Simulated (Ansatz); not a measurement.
# LiSi16: the cost of one run

All numbers below are computed with Ansatz 0.2.0 (DFT PBE, plane waves, PAW, scalar-relativistic, no spin polarisation).

## 1. The starting structure

The cell holds 17 atoms (LiSi16): a = 7.679 Å, b = 7.679 Å, c = 7.679 Å, α = 60.00°, β = 60.00°, γ = 60.00°.

Coordinates:

```
Si Li
1.0
     0.00000    5.43000    5.43000
     5.43000    0.00000    5.43000
     5.43000    5.43000    0.00000
Si Li
16 1
Direct
  0.00000 0.00000 0.00000
  0.12500 0.12500 0.12500
  0.00000 0.00000 0.50000
  0.12500 0.12500 0.62500
  0.00000 0.50000 0.00000
  0.12500 0.62500 0.12500
  0.00000 0.50000 0.50000
  0.12500 0.62500 0.62500
  0.50000 0.00000 0.00000
  0.62500 0.12500 0.12500
  0.50000 0.00000 0.50000
  0.62500 0.12500 0.62500
  0.50000 0.50000 0.00000
  0.62500 0.62500 0.12500
  0.50000 0.50000 0.50000
  0.62500 0.62500 0.62500
  0.81534 0.81845 0.55734
```

## 2. Relaxing end A

File input.yaml:

```yaml
crystal:
  lattice:
    - [0.0, 5.43, 5.43]
    - [5.43, 0.0, 5.43]
    - [5.43, 5.43, 0.0]
  atoms:
    - { symbol: Si, position: [0.0, 0.0, 0.0] }
    - { symbol: Si, position: [0.125, 0.125, 0.125] }
    - { symbol: Si, position: [0.0, 0.0, 0.5] }
    - { symbol: Si, position: [0.125, 0.125, 0.625] }
    - { symbol: Si, position: [0.0, 0.5, 0.0] }
    - { symbol: Si, position: [0.125, 0.625, 0.125] }
    - { symbol: Si, position: [0.0, 0.5, 0.5] }
    - { symbol: Si, position: [0.125, 0.625, 0.625] }
    - { symbol: Si, position: [0.5, 0.0, 0.0] }
    - { symbol: Si, position: [0.625, 0.125, 0.125] }
    - { symbol: Si, position: [0.5, 0.0, 0.5] }
    - { symbol: Si, position: [0.625, 0.125, 0.625] }
    - { symbol: Si, position: [0.5, 0.5, 0.0] }
    - { symbol: Si, position: [0.625, 0.625, 0.125] }
    - { symbol: Si, position: [0.5, 0.5, 0.5] }
    - { symbol: Si, position: [0.625, 0.625, 0.625] }
    - { symbol: Li, position: [0.8153416, 0.8184523, 0.5573403] }
total_charge: 1
basis:
  ecutwfc: 420.0
kpoints:
  mp_grid: { grid: [2, 2, 2] }
hamiltonian:
  xc: pbe
  pseudopotentials: { kind: paw, azcp: { folder: soft_1 } }
scf:
  occupations: { method: fermi_dirac, width: 0.05 }
  lower_state_search: "off"
relax:
  f_tol: 0.03
  max_steps: 60
  adjacent_minimum: "off"
```

On the command line:

```
> ansatz run input.yaml --threads 1 --pin off --max-ram 3072MiB --backend cpu --events-out ev --progress --plain --runs-dir out
```

**Question.** How long does this run take on 1 thread of Arm Neoverse V2, shared host, and how much memory does it need?

About 43 s, with a peak of 0.51 GiB.
